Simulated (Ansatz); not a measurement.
# BCl2H5Si: the cost of one run

All numbers below are computed with Ansatz 0.2.0 (RHF/cc-pVDZ).

### Step 1. The system as given

Bond lengths: B1–Cl2 2.210 Å, B1–Cl3 1.860 Å, B1–H4 1.190 Å, B1–Si5 2.250 Å, Si5–H6 1.460 Å, Si5–H7 1.460 Å, Si5–H8 1.460 Å, Cl2–H9 1.339 Å, Si5–H9 1.421 Å. Angles (14 of 18 angles, heavy atoms first): Cl2–B1–Cl3 120.0°, Cl2–B1–Si5 71.6°, Cl3–B1–Si5 88.5°, B1–Cl2–H9 74.5°, Cl2–B1–H4 120.0°, Cl3–B1–H4 120.0°, H4–B1–Si5 110.0°, B1–Si5–H6 109.5°, B1–Si5–H7 109.5°, B1–Si5–H8 109.5°, B1–Si5–H9 71.9°, Cl2–H9–Si5 141.9°, H6–Si5–H7 109.4°, H6–Si5–H8 109.4°.

As a file:

```xyz
9

B     0.0000    0.0000    0.0000
Cl    0.0000    0.0000    2.2100
Cl    1.6108    0.0000   -0.9300
H    -1.0305    0.0000   -0.5950
Si    0.4799    2.0806    0.7095
H     1.5736    2.0261    1.6751
H     0.8770    2.9042   -0.4288
H    -0.6992    2.6635    1.3432
H     0.2901    1.2579    1.8528
```

### Step 2. A restrained relaxation towards end A

Springs on the bonds that form and break draw the guess towards this end; the thresholds are loose.

The input, input.yaml:

```yaml
crystal:
  periodic: [false, false, false]
  atoms:
    - { symbol: B, position_ang: [0.0, 0.0, 0.0] }
    - { symbol: Cl, position_ang: [0.0, 0.0, 2.21] }
    - { symbol: Cl, position_ang: [1.6108, 0.0, -0.93] }
    - { symbol: H, position_ang: [-1.0305, 0.0, -0.595] }
    - { symbol: Si, position_ang: [0.4799, 2.0806, 0.7095] }
    - { symbol: H, position_ang: [1.5736, 2.0261, 1.6751] }
    - { symbol: H, position_ang: [0.877, 2.9042, -0.4288] }
    - { symbol: H, position_ang: [-0.6992, 2.6635, 1.3432] }
    - { symbol: H, position_ang: [0.2901, 1.2579, 1.8528] }
basis:
  gaussian: { orbitals: cc-pVDZ }
hamiltonian:
  xc: hf
relax:
  f_tol: 0.15
  max_steps: 25
  restrain:
    - { distance: [0, 4], at: 3.15, k: 30.0 }
    - { distance: [8, 1], at: 2.57, k: 30.0 }
    - { distance: [0, 1], at: 1.86, k: 30.0 }
    - { distance: [8, 4], at: 1.46, k: 30.0 }
```

The run is started by

```bash
$ ansatz run input.yaml --threads 2 --pin off --max-ram 3072MiB --backend cpu --events-out ev --progress --plain --runs-dir out
```

Q: Estimate wall time and peak memory on 2 threads of Arm Neoverse V1, shared host.

About 21 s, with a peak of 0.19 GiB.
